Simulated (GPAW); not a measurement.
# TaWC2: band structure with LDA

TaWC2:

```
W Ta C
1.0
     1.57186    0.90751    5.10162
    -1.57186    0.90751    5.10162
     0.00000   -1.81502    5.10162
W Ta C
1 1 2
Direct
  0.00000 0.00000 0.00000
  0.50000 0.50000 0.50000
  0.25093 0.25093 0.25093
  0.74907 0.74907 0.74907
```

The cell comes from a database or a generator and needn't be the stable form of this composition.

```yaml
Program: GPAW 26.7.0
Task: band structure
Functional: LDA
Potentials_or_basis: the program's PAW data sets (release 1.2.1) made for this functional
Cutoff: 800 eV
Basis: pw
k_mesh: 7 × 7 × 7
Occupations: fermi-dirac, width 0.05 eV
Spin: no spin polarisation
Maxiter: 150
Band_path: GLB1,BZGX,QFP1Z,LP
Band_points: 60
```

The pressure is -17.8 GPa, the largest force is 0.092 eV/Å and the band gap along the path is none (metal or under the smearing width).

Forces in eV/Å, atoms in the order of the input:
```
W    0.000  0.000  0.000
Ta   0.000  0.000  0.000
C    0.000  0.000  0.092
C    0.000  0.000 -0.092
```

Stress tensor (GPa, compression positive):
```
-17.14   0.00   0.00
  0.00 -17.14   0.00
  0.00   0.00 -19.09
```

Levels at the corners of the path, in eV from the Fermi level:
```csv
point,band 15,band 16,band 17,band 18,band 19,band 20,band 21,band 22
Γ,-2.18,-2.06,-0.79,-0.79,-0.73,-0.25,-0.25,1.87
L,-4.80,-4.42,-1.28,-0.74,1.42,2.10,3.03,3.54
B1,-4.92,-4.90,-0.45,-0.10,1.18,2.13,2.90,2.97
B,-4.92,-4.90,-0.45,-0.10,1.18,2.13,2.90,2.97
Z,-4.32,-4.32,-0.97,-0.97,0.15,0.15,0.25,0.71
Γ,-2.18,-2.06,-0.79,-0.79,-0.73,-0.25,-0.25,1.87
X,-5.11,-4.80,-0.51,0.57,0.75,1.96,2.91,3.14
Q,-5.11,-4.80,-0.51,0.57,0.75,1.96,2.91,3.14
F,-5.04,-2.15,-2.08,1.18,1.59,1.76,2.50,3.37
P1,-5.08,-2.52,-2.17,1.18,1.33,2.04,2.27,3.36
Z,-4.32,-4.32,-0.97,-0.97,0.15,0.15,0.25,0.71
L,-4.80,-4.42,-1.28,-0.74,1.42,2.10,3.03,3.54
P,-5.08,-2.52,-2.17,1.18,1.33,2.04,2.27,3.36
```

Wall time 5.1 min on 1 thread of Arm Neoverse V1 (shared host), peak memory 0.51 GiB.

Caveat: spin-orbit coupling is left out, which moves the levels of the heavy elements; the program warned that so skewed a cell can give wrong results.
